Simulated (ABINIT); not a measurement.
The system is BiTe.

```
CELL_PARAMETERS angstrom
2.42271 1.39875 3.31729
-2.42271 1.39875 3.31729
0.00000 -2.79750 3.31729
ATOMIC_POSITIONS crystal
Bi 0.50000 0.50000 0.50000
Te 0.00000 0.00000 0.00000
```

The cell comes from a database or a generator and needn't be the stable form of this composition.

| Quantity | Value |
| --- | --- |
| Program | ABINIT 10.8.3 (patched build) |
| Task | relaxation of cell and atoms |
| Functional | AM05 |
| Potentials or basis | JTH PAW PBE v2.0 |
| Cutoff | 707 eV |
| k mesh | 5 × 5 × 5 |
| Occupations | fermi-dirac, width 0.05 eV |
| Spin | no spin polarisation |

At the start: pressure -2.3 GPa; volume 33.72 Å³/atom.

Question: Where does the relaxation end?

Answer: Over 8 steps the energy falls by 14.1 meV/atom and the volume is 31.78 Å³/atom (-5.8 %); space group R-3m (No. 166, to 0.05 Å).

Step by step:
```csv
step,energy change (eV),largest force (eV/Å),pressure (GPa),volume (Å³)
1,0.0000,0.0000,-2.32,67.45
2,-0.0065,0.0000,-2.00,66.97
3,-0.0248,0.0000,0.08,64.10
4,-0.0253,0.0000,0.01,64.12
5,-0.0279,0.0000,-0.19,63.63
6,-0.0282,0.0000,-0.04,63.66
7,-0.0283,0.0000,-0.01,63.58
8,-0.0283,0.0000,0.00,63.55
```

Final structure:
```
CELL_PARAMETERS angstrom
2.40841 1.39049 3.16286
-2.40841 1.39049 3.16286
0.00000 -2.78099 3.16286
ATOMIC_POSITIONS crystal
Bi 0.50000 0.50000 0.50000
Te 0.00000 0.00000 0.00000
```

Caveat: the PAW data sets were made with another functional, which shifts forces and pressure a little.
